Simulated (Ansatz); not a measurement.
# Si2Mo: the cost of one run

Program: Ansatz 0.2.0. Level of theory: DFT PBE, scalar-relativistic, plane waves, PAW. These are calculated values, not measurements.

1 further run of the same task is left out (set aside as unsound or not needed).

### Step 1. The starting structure

It takes space group I4/mmm (No. 139, tetragonal). The conventional cell has a = 3.217 Å, b = 3.217 Å, c = 7.873 Å, α = 90.00°, β = 90.00°, γ = 90.00°. Around Si (site symmetry 4mm) lie 5 Si at 2.60 to 2.64 Å and 5 Mo at 2.62 to 2.64 Å. Mo (site symmetry 4/mmm) has 10 Si at 2.62 to 2.64 Å as nearest neighbours.

Coordinates:

```
Si Mo
1.0
    -1.60842    1.60842    3.93651
     1.60842   -1.60842    3.93651
     1.60842    1.60842   -3.93651
Si Mo
2 1
Direct
  0.33510 0.33510 0.00000
  0.66490 0.66490 0.00000
  0.00000 0.00000 0.00000
```

This cell was relaxed beforehand with the same method: volume 13.58 Å³/atom, gap on the mesh none (metal).

### Step 2. Static run: bands, density of states and charges

input.yaml

```yaml
crystal:
  lattice:
    - [-1.6084236952, 1.6084236952, 3.9365098873]
    - [1.6084236952, -1.6084236952, 3.9365098873]
    - [1.6084236952, 1.6084236952, -3.9365098873]
  atoms:
    - { symbol: Si, position: [0.335099125, 0.335099125, 0.0] }
    - { symbol: Si, position: [0.664900875, 0.664900875, 0.0] }
    - { symbol: Mo, position: [0.0, 0.0, 0.0] }
basis:
  ecutwfc: 420
kpoints:
  mp_grid: { grid: [18, 18, 18] }
  band_path:
    path:
      - [[0.0, 0.0, 0.0], [0.0, 0.0, 0.5], [0.25, 0.25, 0.25], [0.0, 0.5, 0.0], [0.0, 0.0, 0.0], [0.5, 0.5, -0.5], [0.29173671, 0.70826329, -0.29173671]]
      - [[-0.29173671, 0.29173671, 0.29173671], [0.0, 0.0, 0.0]]
      - [[0.0, 0.0, 0.5], [-0.08347343, 0.08347343, 0.5]]
      - [[0.5, 0.5, -0.08347343], [0.5, 0.5, -0.5]]
    npoints: 14
hamiltonian:
  xc: pbe
scf:
  occupations: { method: gaussian, width: 0.1 }
  n_extra_bands: 7
output:
  forces: true
  stress: true
  eigenvalues: true
  populations: true
  dos: { projected: true, de: 0.02, nscf_kmesh: { grid: [27, 27, 27] } }
  bader: true
  write_density: true
  write_potential: true
  elf: true
  volumetric_format: npy
```

Started as:

```
$ ansatz run input.yaml --threads 1 --pin off --max-ram 2560MiB --backend cpu --events-out ev --progress --plain --runs-dir out
```

**Question.** How long does this run take on 1 thread of Intel Xeon Platinum 8259CL at 2.50GHz (Skylake/Cascade Lake), shared host, and how much memory does it need?

About 99 s, with a peak of 0.91 GiB.
